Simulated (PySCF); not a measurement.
# C5H15GeOP: the cost of one run

Programs: PySCF 2.14.0, with density-fitted response routines of our own. Each step states its level of theory. These are calculated values for one molecule, in the gas phase or a continuum, unless marked as measured. Atoms are numbered from 0 throughout.

**1. Starting geometry**

23 atoms, charge 0, multiplicity 1; geometry from: GFN2-xTB. The atoms were then displaced at random by about 0.01 Å, so the start is not that level's minimum.

Bonds of the start (Å): C0–O1 1.41, O1–C2 1.41, C2–C3 1.47, C3–C4 1.53, C3–C5 1.51, C3–Ge6 2.03, Ge6–P7 2.31, C0–H8 1.12, C0–H9 1.07, C0–H10 1.11, C2–H11 1.12, C2–H12 1.10, C4–H13 1.08, C4–H14 1.09, C4–H15 1.11, C5–H16 1.09, C5–H17 1.09, C5–H18 1.10, Ge6–H19 1.51, Ge6–H20 1.55, P7–H21 1.36, P7–H22 1.40.

**2. Optimising the geometry at PBE0-D3(BJ)/def2-SVP**

Job settings and geometry (Å):

```
{"job": {"xc": "PBE0", "basis": "def2-SVP", "d3": "d3bj", "grid": 1, "shake": 0.01, "kind": "geom"}, "charge": 0, "multiplicity": 1}
C      2.124440     1.850560     0.101470
O      1.010370     1.066320    -0.270650
C      1.005930    -0.215390     0.308490
C     -0.170800    -0.928650    -0.220330
C     -0.645750    -2.037360     0.727440
C      0.076190    -1.501180    -1.598760
Ge    -1.602050     0.502170    -0.335730
P     -1.777610     1.603270     1.682280
H      2.144750     2.018320     1.204370
H      3.047010     1.432550    -0.230290
H      1.951800     2.837260    -0.378100
H      1.963370    -0.740890     0.071380
H      0.940840    -0.108950     1.403450
H      0.138490    -2.755680     0.895420
H     -1.515220    -2.559290     0.332780
H     -0.916090    -1.596780     1.714140
H      0.437220    -0.710370    -2.262920
H     -0.836790    -1.926290    -2.015070
H      0.835130    -2.297230    -1.539660
H     -1.466390     1.381390    -1.556510
H     -2.954980    -0.210300    -0.597830
H     -0.932550     2.598880     1.297760
H     -2.909660     2.321180     1.269710
```

The run is started by

```sh
$ OMP_NUM_THREADS=1 python probes_run.py task.json out
```

The driver reads the jobs from task.json and runs them one after another.

**Question.** How long does this first job take on 1 thread of Arm Neoverse N1, shared host, and how much memory does it need?

About 5.2 min, with a peak of 0.9 GiB.
